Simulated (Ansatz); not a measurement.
# CH3FGe: the cost of one run

Method: PBE0-D4/def2-TZVP structures, single points in def2-TZVPP, no counterpoise correction; program: Ansatz 0.2.0, Gaussian basis.

Levels: SPW92, PBE-D4, BLYP-D4, r2SCAN-D4, B97M-V, PBE0-D4, B3LYP-D4, r2SCAN0-D4, BHLYP-D4, CAM-B3LYP-D4, wB97X-V, wB97M-V, B2PLYP, PBE-QIDH, RPA on PBE, Hartree-Fock, MP2, CCSD, CCSD(T).

Cores are frozen in the correlated methods. Filled d shells of the heavier atoms are correlated. B3LYP uses VWN-RPA correlation. B2PLYP carries no dispersion term here.

94 further runs of the same task are left out: 94 set aside as unsound or not needed. Runs told in other sessions of the task aren't counted.

## Step 1: The system as given

The complex: 11 atoms, charge 0, spin multiplicity 1.

Atoms are counted from 1 here; the program's logs count them from 0.

Bond lengths: Ge1–F2 1.770 Å, Ge1–C4 1.983 Å, H3–C5 1.091 Å, C4–H6 1.097 Å, C4–H7 1.092 Å, C4–H8 1.092 Å, C5–H9 1.094 Å, C5–H10 1.089 Å, C5–H11 1.090 Å. Angles: F2–Ge1–C4 95.3°, Ge1–C4–H6 107.4°, Ge1–C4–H7 112.4°, Ge1–C4–H8 110.8°, H6–C4–H7 108.3°, H6–C4–H8 107.5°, H7–C4–H8 110.2°, H3–C5–H9 110.4°, H3–C5–H10 109.9°, H3–C5–H11 109.1°, H9–C5–H10 109.6°, H9–C5–H11 108.1°, H10–C5–H11 109.8°.

Coordinates:

```xyz
11
charge 0, multiplicity 1
Ge   -0.98132   -0.36401    1.47917
F    -0.46030   -2.02082    1.13958
H    -0.37178   -0.91598   -1.41740
C     0.85037    0.39357    1.54966
C    -0.60095    0.08610   -1.78165
H     1.29534    0.08929    2.50505
H     0.85245    1.48460    1.50221
H     1.47108   -0.01942    0.75142
H    -1.39300    0.53915   -1.17861
H     0.29213    0.70865   -1.73892
H    -0.95412    0.01887   -2.81041
```

Its parts: CH₃FGe holds atoms 1, 2, 4, 6, 7, 8; CH₄ holds atoms 3, 5, 9, 10, 11. Each part counts its atoms afresh in its own runs.

## Step 2: Relaxing CH₃FGe alone

The input, relax-a/in.yaml:

```yaml
crystal:
  periodic: [false, false, false]
  atoms:
    - {symbol: Ge, position_ang: [-0.981321, -0.364010, 1.479175]}
    - {symbol: F, position_ang: [-0.460297, -2.020823, 1.139575]}
    - {symbol: C, position_ang: [0.850370, 0.393571, 1.549661]}
    - {symbol: H, position_ang: [1.295337, 0.089287, 2.505051]}
    - {symbol: H, position_ang: [0.852454, 1.484603, 1.502211]}
    - {symbol: H, position_ang: [1.471080, -0.019421, 0.751415]}
basis:
  gaussian: {orbitals: def2-TZVP}
hamiltonian: {xc: pbe0, dispersion: d4}
relax: {f_tol: 0.005, max_steps: 200}
```

Run with:

```bash
ansatz run in.yaml --threads 8 --pin off --events-out ev --progress --plain --max-ram 19148MiB
```

**Question.** How long does this run take on 8 threads of Arm Neoverse V1, shared host?

About 5 s.
